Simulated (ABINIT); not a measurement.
# BiTe in ABINIT: the effect of target pressure

The system is BiTe.

```
CELL_PARAMETERS angstrom
2.42271 1.39875 3.31729
-2.42271 1.39875 3.31729
0.00000 -2.79750 3.31729
ATOMIC_POSITIONS crystal
Bi 0.50000 0.50000 0.50000
Te 0.00000 0.00000 0.00000
```

The cell comes from a database or a generator and needn't be the stable form of this composition.

Alike in all runs:

```yaml
Program: ABINIT 10.8.3 (patched build)
Task: relaxation of cell and atoms
Functional: PBE
Potentials_or_basis: JTH PAW PBE v2.0
Cutoff: 599 eV
k_mesh: 7 × 7 × 7
Occupations: fermi-dirac, width 0.05 eV
Spin: no spin polarisation
```

Each run relaxes the cell or the atoms first.

```tsv
target pressure	relaxed volume (Å³/atom)
0 GPa	33.78
5 GPa	30.38
10 GPa	?
20 GPa	24.22
```

Task: What does the run with target pressure 10 GPa give?

Result: Relaxed volume 26.52 Å³/atom.

Worked out: A straight line through the other rows of the relaxed volume, of slope -0.462 Å³/atom per GPa, gives 28.69 Å³/atom, against the run's 26.52. The fit is too stiff a form for this range.

Caveats: the volume moved by over 15 % at a fixed basis, so the end points are rough (some runs).
